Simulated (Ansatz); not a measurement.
**WO (nonet): wave-function methods side by side, def2-SVP**

An exercise on one series of results from a longer session: the logs are not shown, and one member is left open.

The runs use Ansatz 0.2.0, Gaussian basis; def2-SVP, core rule «outside noble gas», up to 5 orbitals frozen.

Plan: UHF; CCSD(T) on ROHF; CCSD(T) on UHF; CISD as a restricted active space (open shells left free, so some higher excitations enter); CCSDT(Q) on ROHF; CCSDT(Q) on UHF; CASSCF and MRCISD+Q, 12 electrons in 10 orbitals; CASSCF and NEVPT2, 12 electrons in 10 orbitals.

17 further runs of the same task are left out: 2 for a known fault of the program, 5 that didn't finish, 10 set aside as unsound or not needed. Runs told in other sessions of the task aren't counted.

**The geometry**

The geometry is a PBE0/def2-TZVP stationary point (not a proven minimum) of the parent state, kept for this charge and spin. No spin-orbit coupling is included. Elements past krypton take def2 core potentials.

2 atoms, charge 0, spin multiplicity 9.

Atoms are counted from 1 here; the program's logs count them from 0.

Bond lengths: W1–O2 1.995 Å.

Set-up of the first run:

in.yaml reads:

```yaml
crystal:
  periodic: [false, false, false]
  atoms:
    - {symbol: W, position_ang: [0.000000, 0.000000, 0.000000]}
    - {symbol: O, position_ang: [0.000000, 0.000000, 1.994600]}
basis:
  gaussian: {orbitals: def2-SVP}
magnetization: {spin_polarized: true, initial_magnetization: 8}
hamiltonian: {xc: hf}
output: {orbitals: {seedname: orbitals}}
```

The run is started by

```bash
ansatz run in.yaml --threads 1 --pin off --events-out ev --progress --plain --max-ram 2393MiB
```

Steps of the session up to this table: UHF; CCSD(T) on ROHF; CCSD(T) on UHF; CISD as a restricted active space (open shells left free, so some higher excitations enter); CCSDT(Q) on ROHF; CCSDT(Q) on UHF; CASSCF and MRCISD+Q, 12 electrons in 10 orbitals; CASSCF and NEVPT2, 12 electrons in 10 orbitals.

One of the session's tables, all rows but one given; the rest of the session is left out.

```
          method  from RCCSDT(Q) (kJ/mol)
            ROHF                   +505.7
             UHF                   +480.8
            RMP2                    +68.3
            UMP2                    +58.7
           RCCSD                     +7.8
           UCCSD                     -2.1
        RCCSD(T)                     +1.3
        UCCSD(T)                     -8.4
          RCCSDT                     +0.2
          UCCSDT                     -9.4
       RCCSDT(Q)                        0
       UCCSDT(Q)                     -9.7
  CASSCF valence                   +505.5
  NEVPT2 valence                   +122.6
  MRCISD valence                    +32.7
MRCISD+Q valence                        ?
```

Q: Estimate the row for MRCISD+Q valence from the others.

**Answer.** from RCCSDT(Q) (kJ/mol): +3.0. In the column «from RCCSDT(Q) (kJ/mol)» it lies between RCCSD(T) (+1.3) and RCCSD (+7.8).

Not comparable, so not listed: CISD as a restricted active space (open shells left free, so some higher excitations enter) (they don't share determinant, frozen orbitals or solution with the rows shown, or repeat one).

Caveats from the session: Restricted and unrestricted rows rest on different reference determinants; a gap between their highest levels can come from leftover correlation error, from unlike frozen cores or from another state.
